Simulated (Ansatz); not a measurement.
# LaSb2Au: the cost of one run

Program: Ansatz 0.2.0. PAW datasets, plane waves, zero pressure. Calculated at 0 K for a non-magnetic cell.

### 1 Starting point

The symmetry is P4/nmm (No. 129, tetragonal); conventional cell a = 4.436 Å, c = 10.432 Å, 25.66 Å³ an atom. Near La stand 8 Sb at 3.24–3.45 Å and 4 Au at 3.40 Å; near Sb stand 4 Au at 2.84 Å and 4 La at 3.24 Å; near Sb stand 4 Sb at 3.14 Å and 4 La at 3.45 Å; near Au stand 4 Sb at 2.84 Å and 4 Au at 3.14 Å and 4 La at 3.40 Å.

Coordinates:

```
La Sb Au
1.0
     4.43600    0.00000    0.00000
     0.00000    4.43600    0.00000
     0.00000    0.00000   10.43200
La Sb Au
2 4 2
Cartesian
  2.2180 0.0000 7.8569
  0.0000 2.2180 2.5751
  2.2180 0.0000 1.7672
  0.0000 2.2180 8.6648
  0.0000 0.0000 5.2160
  2.2180 2.2180 5.2160
  0.0000 0.0000 0.0000
  2.2180 2.2180 0.0000
```

### 2 Relaxing with PBE

input.yaml reads:

```yaml
crystal:
  lattice:
    - [4.436, 0.0, 0.0]
    - [0.0, 4.436, 0.0]
    - [0.0, 0.0, 10.432]
  atoms:
    - { symbol: La, position: [0.5, 0.0, 0.75315] }
    - { symbol: La, position: [0.0, 0.5, 0.24685] }
    - { symbol: Sb, position: [0.5, 0.0, 0.1694] }
    - { symbol: Sb, position: [0.0, 0.5, 0.8306] }
    - { symbol: Sb, position: [0.0, 0.0, 0.5] }
    - { symbol: Sb, position: [0.5, 0.5, 0.5] }
    - { symbol: Au, position: [0.0, 0.0, 0.0] }
    - { symbol: Au, position: [0.5, 0.5, 0.0] }
kpoints:
  mp_grid: { grid: [6, 6, 2] }
hamiltonian:
  xc: pbe
scf:
  occupations: { method: fermi_dirac, width: 0.02 }
relax:
  f_tol: 0.005
  cell: {}
output:
  write_density: true
  write_potential: true
  elf: true
  volumetric_format: npy
```

Command:

```console
> ansatz run input.yaml --threads 4 --pin off --max-ram 7372MiB --backend cpu --events-out ev --progress --plain --runs-dir out
```

**Question.** How long does this run take on 4 threads of Arm Neoverse V1, shared host, and how much memory does it need?

About 35 s, with a peak of 0.83 GiB.
